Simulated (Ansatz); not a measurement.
**[Cu(NH3)2]+ (CuN2H6+): an energy map over two coordinates**

A grid of calculations on [Cu(NH3)2]+ (CuH6N2), charge +1, to see where the energy is lowest and how it rises around there.

The runs use Ansatz 0.2.0; RHF-MP2, frozen core/def2-TZVP.

### 1 The starting structure

9 atoms, charge 1, spin multiplicity 1.

Atoms are counted from 1 here; the program's logs count them from 0.

Bond lengths: Cu1–N2 1.925 Å, Cu1–N6 1.925 Å, N2–H3 1.034 Å, N2–H4 1.034 Å, N2–H5 1.034 Å, N6–H7 1.034 Å, N6–H8 1.034 Å, N6–H9 1.034 Å. Angles: N2–Cu1–N6 180.0°, Cu1–N2–H3 113.0°, Cu1–N2–H4 113.0°, Cu1–N2–H5 113.0°, H3–N2–H4 105.7°, H3–N2–H5 105.7°, H4–N2–H5 105.7°, Cu1–N6–H7 113.0°, Cu1–N6–H8 113.0°, Cu1–N6–H9 113.0°, H7–N6–H8 105.7°, H7–N6–H9 105.7°, H8–N6–H9 105.7°.

As a file:

```xyz
9
CuH6N2
Cu    0.0000    0.0000    0.0000
N    -0.0036   -0.0142    1.9246
H    -0.4242    0.8367    2.3340
H     0.9449   -0.0807    2.3299
H    -0.5341   -0.8076    2.3217
N     0.0037    0.0142   -1.9246
H    -0.9471    0.0179   -2.3303
H     0.4796   -0.8071   -2.3338
H     0.4807    0.8408   -2.3216
```

This geometry comes from a loose relaxation at PBE in a small basis, which is not shown.

### 3 Setting up the map

The axes are (1) angle N2–Cu1–N6 (carried through 180): 13 values from 140.0 to 220.0 °; (2) change of the bonds Cu1–N2, Cu1–N6, all alike: 13 values from −0.207 to 0.320 Å.

Nothing else is relaxed (all other coordinates rigid). Energies count from the relaxed molecule at the same level. Points are written as (first, second).

(The set-up runs are not shown.)

### 4 Point (213.3°, −0.075 Å)

input.yaml reads:

```yaml
crystal:
  periodic: [false, false, false]
  atoms:
    - { symbol: Cu, position_ang: [5.0e-06, -2.0e-06, 1.0e-06] }
    - { symbol: "N", position_ang: [-0.521376, -0.012793, 1.731324] }
    - { symbol: H, position_ang: [-1.031843, 0.829578, 1.99463] }
    - { symbol: H, position_ang: [0.263845, -0.080615, 2.378103] }
    - { symbol: H, position_ang: [-1.136399, -0.795687, 1.951139] }
    - { symbol: "N", position_ang: [-0.514801, 0.012805, -1.733289] }
    - { symbol: H, position_ang: [-1.528486, 0.013958, -1.842545] }
    - { symbol: H, position_ang: [-0.176235, -0.798174, -2.250184] }
    - { symbol: H, position_ang: [-0.175661, 0.830988, -2.238318] }
total_charge: 1
basis:
  gaussian: { orbitals: def2-TZVP }
hamiltonian:
  xc: hf
output:
  forces: true
correlation:
  method: mp2
```

Launch:

```
$ ansatz run input.yaml --threads 1 --pin off --max-ram 2560MiB --backend cpu --events-out ev --progress --plain --runs-dir out
```

Further runs follow: the other points that were computed.

**Question.** What will these runs give? Wanted: lowest point; highest computed point; largest force on an atom.

The runs gave:

```
                       quantity                                                                              value
                   lowest point                                                     (180.0°, 0.013 Å), 0.22 kJ/mol
         highest computed point                                    (220.0°, −0.207 Å), 151 kJ/mol above the lowest
largest force on an atom (eV/Å)  0.14 at (180.0°, 0.013 Å) to 5.23 at (140.0°, −0.207 Å); 0.14 at the lowest point
        time for the whole task                                                    47 min on 1 thread, shared host
```

In words: The lowest computed point is at (180.0°, 0.013 Å), 0.22 kJ/mol from the relaxed molecule at the same level. The grid is coarse, so the lowest point of the scanned range may lie between grid points; coordinates that were held can hide deeper minima. The grid shows no well of another kind. The highest computed point, (220.0°, −0.207 Å), lies 151 kJ/mol above the lowest. Round the minimum the two coordinates are nearly uncoupled.
